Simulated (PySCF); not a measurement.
# MoO2: structure of the triplet

Aim: relax MoO2 as a triplet from a bent start, check by its vibrations whether the end is a minimum, and collect its spectrum and constants.

Method: PBE, basis Mo def2-TZVP with ECP28, O def2-TZVP, scalar-relativistic core potentials, no spin–orbit coupling, density fitting; program: PySCF 2.14.0.

### Step 1. Starting geometry

3 atoms, charge 0, spin multiplicity 3.

Bond lengths: Mo1–O2 1.780 Å, Mo1–O3 1.780 Å. Angles: O2–Mo1–O3 110.0°.

```xyz
3
charge 0 multiplicity 3
Mo    0.0000    0.0000    0.0000
O     1.4581    0.0000    1.0210
O    -1.4581    0.0000    1.0210
```

### Step 2. First SCF at the start

The steps below are one call of a driver around PySCF. For each, scf.py gives the equivalent set-up of the SCF; relaxations use the driver's own optimiser. After this first run the driver tries any further starts and a stability analysis.

Contents of scf.py:

```python
from pyscf import gto, scf, dft
mol = gto.M(atom='''
Mo     0.000000     0.000000     0.000000
O      1.458100     0.000000     1.021000
O     -1.458100     0.000000     1.021000''',
    basis={'Mo': 'def2-TZVP', 'O': 'def2-TZVP'},
    ecp={'Mo': 'def2-TZVP'},
    charge=0, spin=2)
mf = dft.UKS(mol, xc='PBE')
mf.grids.atom_grid = (50, 194)
aux = {'Mo': 'def2-universal-JKFIT', 'O': 'def2-universal-JKFIT'}
mf = mf.density_fit(auxbasis=aux)
mf.conv_tol = 1e-08
mf.diis_space = 10
mf.max_cycle = 60
mf.init_guess = 'minao'
mf.verbose = 4
mf.kernel()
```

The run is started by

```bash
$ OMP_NUM_THREADS=4 python axn.py task.json out
```

What it wrote:

```text
init E= -212.268569389559
[... the frontier-level lines of each cycle are left out ...]
cycle= 1 E= -218.116801834457  delta_E= -5.85  |g|=  1.1  |ddm|= 2.63
cycle= 2 E= -204.981693287754  delta_E= 13.1  |g|= 4.48  |ddm|= 3.06
cycle= 3 E= -218.490926909632  delta_E= -13.5  |g|= 0.526  |ddm|=  2.8
cycle= 4 E= -218.539409748755  delta_E= -0.0485  |g|= 0.431  |ddm|= 0.81
cycle= 5 E= -218.615384783008  delta_E= -0.076  |g|= 0.133  |ddm|= 0.409
cycle= 6 E= -218.618209422167  delta_E= -0.00282  |g|= 0.108  |ddm|= 0.0605
cycle= 7 E= -218.621605927203  delta_E= -0.0034  |g|= 0.0543  |ddm|= 0.024
cycle= 8 E= -218.622702946398  delta_E= -0.0011  |g|= 0.00975  |ddm|= 0.0189
cycle= 9 E= -218.622742628774  delta_E= -3.97e-05  |g|= 0.000427  |ddm|= 0.00509
cycle= 10 E= -218.622742694014  delta_E= -6.52e-08  |g|= 0.000228  |ddm|= 0.000422
cycle= 11 E= -218.622742716722  delta_E= -2.27e-08  |g|= 2.63e-05  |ddm|= 0.000154
cycle= 12 E= -218.622742717122  delta_E= -4.01e-10  |g|= 1.47e-05  |ddm|= 4.28e-05
Extra cycle  E= -218.622742714166  delta_E= 2.96e-09  |g|= 8.92e-05  |ddm|= 4.57e-05
converged SCF energy = -218.622742714166  <S^2> = 2.0181768  2S+1 = 3.0120935
```

This step, with its further starts and checks, took 14 s on 4 threads of Arm Neoverse N1, shared host.

Energies from each starting density:

```csv
start,energy (Eh)
the minimal-basis guess,-218.622743
a thermally smeared density,-218.622743
a smeared PBE density,-218.622743
```

The test of internal stability and the other starts found no lower solution of this spin.

### Step 3. Relaxing the triplet from the bent start

The program finds C2v symmetry in the start, which this walk keeps.

Edit scf.py of step 2 so:

```diff
@@ -3,3 +3,3 @@
-Mo     0.000000     0.000000     0.000000
-O      1.458100     0.000000     1.021000
-O     -1.458100     0.000000     1.021000''',
+Mo     0.000000     0.000000    -0.251446
+O      1.458100     0.000000     0.769554
+O     -1.458100     0.000000     0.769554''',
@@ -16 +15,0 @@
-mf.init_guess = 'minao'
```

The optimiser's trace:

```csv
step,energy (Eh),change (kJ/mol),largest symmetric gradient (Eh/bohr)
0,-218.622743,0.00,0.08242
1,-218.632616,-25.92,0.02274
2,-218.633168,-27.37,0.00355
3,-218.633194,-27.44,0.00021
4,-218.633194,-27.44,0.00001
```

The walk took 9.5 s.

Geometry (Å) and forces (eV/Å) at some steps:

```
step 0
Mo   0.000   0.000  -0.251   0.000   0.000   4.238
O    1.458   0.000   0.770  -2.475   0.000  -2.119
O   -1.458   0.000   0.770   2.475   0.000  -2.119
step 1
Mo   0.000   0.000  -0.179   0.000   0.000  -1.169
O    1.420   0.000   0.733   0.637   0.000   0.585
O   -1.420   0.000   0.733  -0.637   0.000   0.585
step 2
Mo   0.000   0.000  -0.196   0.000   0.000   0.182
O    1.426   0.000   0.742  -0.154   0.000  -0.091
O   -1.426   0.000   0.742   0.154   0.000  -0.091
step 3
Mo   0.000   0.000  -0.197   0.000   0.000   0.008
O    1.421   0.000   0.742  -0.011   0.000  -0.004
O   -1.421   0.000   0.742   0.011   0.000  -0.004
step 4
Mo   0.000   0.000  -0.197   0.000   0.000   0.000
O    1.421   0.000   0.742   0.000   0.000   0.000
O   -1.421   0.000   0.742   0.000   0.000   0.000
```

It settles in C2v symmetry, 27.4 kJ/mol below the start, after 4 steps: Mo–O 1.703 Å (×2); O–Mo–O 113.1°.

### Step 4. Hessian and properties

The point is checked on the finer grid, and tightened if its gradient asks for it. The Hessian and the dipole derivatives come from central differences of analytic gradients, with steps of 0.02 bohr.

Edit scf.py of step 3 so:

```diff
@@ -3,3 +3,3 @@
-Mo     0.000000     0.000000    -0.251446
-O      1.458100     0.000000     0.769554
-O     -1.458100     0.000000     0.769554''',
+Mo     0.000000     0.000000    -0.231699
+O      1.420519     0.000000     0.707986
+O     -1.420519     0.000000     0.707986''',
@@ -10 +10 @@
-mf.grids.atom_grid = (50, 194)
+mf.grids.atom_grid = (75, 302)
@@ -13 +13 @@
-mf.conv_tol = 1e-08
+mf.conv_tol = 1e-10
```

This SCF starts from the last density.

SCF at the final geometry:

```text
init E= -218.633293223169
[... the frontier-level lines of each cycle are left out ...]
cycle= 1 E= -218.633293223165  delta_E= 4.43e-12  |g|= 3.4e-06  |ddm|= 5.52e-06
Extra cycle  E= -218.633293223112  delta_E= 5.3e-11  |g|= 1.22e-05  |ddm|= 1.08e-05
converged SCF energy = -218.633293223112  <S^2> = 2.01166  2S+1 = 3.0077633
```

The whole step took 30 s.

Geometry: C2v; Mo–O 1.703 Å (×2); O–Mo–O 113.0°.

Harmonic modes (main isotopes):

| symmetry | ω (cm⁻¹) | IR (km/mol) |
| --- | --- | --- |
| a1 | 316 | 0.0 |
| b2 | 935 | 205 |
| a1 | 983 | 66.8 |

No imaginary mode, so this is a minimum.

Constants and moments:

```
Dipole moment                                                   : 3.99 D
Highest occupied level                                          : -5.21 eV
Lowest empty level                                              : -4.34 eV
Rotational constants                                            : 0.7918, 0.2612, 0.1964 cm⁻¹
Zero-point energy                                               : 13.4 kJ/mol
Principal polarisabilities                                      : 48.4, 50.8, 51.6 bohr³
Atomisation energy without zero-point energy                    : 1286 kJ/mol
Principal traceless quadrupole moments about the centre of mass : -6.22, 2.07, 4.15 D Å
Entropy at 298.15 K and 1 bar (electronic part: spin only)      : 276.5 J/(mol K)
Heat capacity Cp at 298.15 K                                    : 43.7 J/(mol K)
Enthalpy at 298.15 K above 0 K                                  : 11.19 kJ/mol
Rotational symmetry number                                      : 2
Spin squared ⟨S²⟩                                               : 2.012
```

Charges (e) and bond orders:

| atom | Mulliken | Löwdin | polar tensor | spin (Mulliken) | Mayer order to Mo1 |
| --- | --- | --- | --- | --- | --- |
| Mo1 | 1.02 | 0.52 | 1.30 | 2.00 | – |
| O2,3 | -0.51 | -0.26 | -0.65 | 0.00 | 2.06 |

Outer orbital energies (eV). α occupied: -10.14, -9.98, -9.56, -8.94, -8.76, -7.41, -5.67, -5.21; empty: -4.34, -3.18, -1.64, -0.86. β occupied: -22.80, -22.46, -9.95, -9.80, -9.22, -8.56, -8.49, -7.44; empty: -3.88, -3.64, -3.57, -2.51.

Mulliken populations on Mo1 (outside its core potential): s 2.46, p 6.24, d 4.23, f 0.05.

### Step 5. Outcome

| quantity | value |
| --- | --- |
| minimum | triplet, C2v |
| geometry | Mo–O 1.703 Å (×2); O–Mo–O 113.0° |
| wavenumbers (cm⁻¹) | 316 (a1), 935 (b2), 983 (a1) |
| dipole moment | 3.99 D |
| highest occupied, lowest empty level (either spin) | -5.21, -4.34 eV |
| polar-tensor charge of Mo1 | +1.30 e |
| zero-point energy | 13.4 kJ/mol |
| entropy at 298.15 K | 276.5 J/(mol K) |
| atomisation energy (no zero-point energy) | 1286 kJ/mol |
| ⟨S²⟩ | 2.012 |

In words: The bent start keeps its C2v symmetry and ends in a minimum. The strongest infrared band lies at 935 cm⁻¹ (b2, stretch). Most of the spin sits on Mo1 (Mulliken spin 2.00, against 2 for the whole molecule). Only this shape and spin were tried, so other structures or states may lie lower. One determinant may miss the lowest occupation of an open d or f shell.

The search up to here took 54 s.
